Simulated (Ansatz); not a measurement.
**CH₆BNSZn: ionisation energy by level of theory**

How much energy removes an electron from CH₆BNSZn at fixed geometry? The cation is run at each level and the neutral's energy taken from earlier runs.

Method: unrestricted cation, the program's frozen cores in correlated methods; program: Ansatz 0.2.0, Gaussian basis.

Plan: UKS PBE-D4/def2-TZVPP; UKS r2SCAN-D4/def2-TZVPP; UKS PBE0-D4/def2-TZVPP; UKS B3LYP-D4/def2-TZVPP; UKS wB97X-V/def2-TZVPP; UKS wB97M-V/def2-TZVPP; UKS B2PLYP (frozen core with 3s3p of Cu, Zn)/def2-TZVPP; UHF-CCSD(T) with 3s3p of Cu, Zn/def2-TZVPP; UHF-MP2 with 3s3p of Cu, Zn/def2-QZVPP; extrapolation to the limit; then −ε(HOMO) from the neutral's earlier runs with LDA (SPW92), PBE-D4, revPBE-D4, BLYP-D4, r2SCAN-D4, B97M-V, PBE0-D4, B3LYP-D4, r2SCANh-D4, r2SCAN0-D4, HSE06-D4, BHLYP-D4, CAM-B3LYP-D4, LC-ωPBE, ωB97X-V, ωB97M-V.

### Step 1. The relaxed structure

An earlier PBE0-D4 in a triple-zeta def2 set relaxation fixed the geometry.

SMILES `B[S][Zn][CH2]N`, 11 atoms, charge 0, spin multiplicity 1.

Atoms are counted from 1 here; the program's logs count them from 0.

Bond lengths: B1–S2 1.773 Å, B1–H6 1.195 Å, B1–H7 1.207 Å, S2–Zn3 2.205 Å, Zn3–C4 1.976 Å, C4–N5 1.462 Å, C4–H8 1.093 Å, C4–H9 1.093 Å, N5–H10 1.011 Å, N5–H11 1.011 Å. Angles: S2–B1–H6 119.5°, S2–B1–H7 121.9°, H6–B1–H7 118.6°, B1–S2–Zn3 88.1°, S2–Zn3–C4 173.6°, Zn3–C4–N5 117.2°, Zn3–C4–H8 108.4°, Zn3–C4–H9 108.1°, N5–C4–H8 108.6°, N5–C4–H9 108.6°, H8–C4–H9 105.3°, C4–N5–H10 111.5°, C4–N5–H11 111.6°, H10–N5–H11 106.9°.

### Step 2. Cation, UKS PBE-D4/def2-TZVPP

File in.yaml:

```yaml
crystal:
  periodic: [false, false, false]
  atoms:
    - {symbol: B, position_ang: [0.996035, 2.450844, 0.659827]}
    - {symbol: S, position_ang: [2.423194, 1.421258, 0.446628]}
    - {symbol: Zn, position_ang: [1.058108, -0.294662, 0.214938]}
    - {symbol: C, position_ang: [-0.316445, -1.687921, -0.060369]}
    - {symbol: N, position_ang: [-1.480767, -1.328447, -0.867536]}
    - {symbol: H, position_ang: [1.138332, 3.623003, 0.841108]}
    - {symbol: H, position_ang: [-0.123836, 2.002477, 0.626652]}
    - {symbol: H, position_ang: [0.163222, -2.561087, -0.509445]}
    - {symbol: H, position_ang: [-0.662698, -2.021027, 0.921257]}
    - {symbol: H, position_ang: [-1.981057, -0.545500, -0.467996]}
    - {symbol: H, position_ang: [-1.214078, -1.058928, -1.805074]}
basis:
  gaussian: {orbitals: def2-TZVPP}
total_charge: 1
magnetization: {spin_polarized: true, initial_magnetization: 1}
hamiltonian: {xc: pbe, dispersion: d4}
```

Launch:

```bash
$ ansatz run in.yaml --threads 2 --pin off --events-out ev --progress --plain --max-ram 22528MiB --backend cuda --devices 0, --max-vram 18GiB
```

After this run come: Cation, UKS r2SCAN-D4/def2-TZVPP; Cation, UKS PBE0-D4/def2-TZVPP; Cation, UKS B3LYP-D4/def2-TZVPP; Cation, UKS wB97X-V/def2-TZVPP; Cation, UKS wB97M-V/def2-TZVPP; Cation, UKS B2PLYP (frozen core with 3s3p of Cu, Zn)/def2-TZVPP; Cation, UHF-CCSD(T) with 3s3p of Cu, Zn/def2-TZVPP; Cation, UHF-MP2 with 3s3p of Cu, Zn/def2-QZVPP.

**Question.** What will the summary of the whole plan be? Wanted: ionisation energy, CCSD(T)/CBS; nearest functional by difference; nearest −ε(HOMO); −ε(HOMO) of PBE; T1 of the cation.

**Answer**, as computed:

| quantity | value |
| --- | --- |
| ionisation energy, CCSD(T)/CBS | 8.46 eV |
| nearest functional by difference | ωB97M-V (-0.17 eV) |
| nearest −ε(HOMO) | ωB97X-V (-0.05 eV) |
| −ε(HOMO) of PBE | 5.03 eV |
| T1 of the cation | 0.026 |

In words: By cation minus neutral, the functionals miss by 0.51 eV at most. The PBE orbital energy is 3.4 eV too small: a semilocal HOMO is no ionisation energy. Among orbital estimates ωB97X-V comes nearest. Hartree-Fock falls 1.22 eV short, as the neutral has more correlation energy than the cation. For Zn the d shell is correlated and the shells below it are frozen.
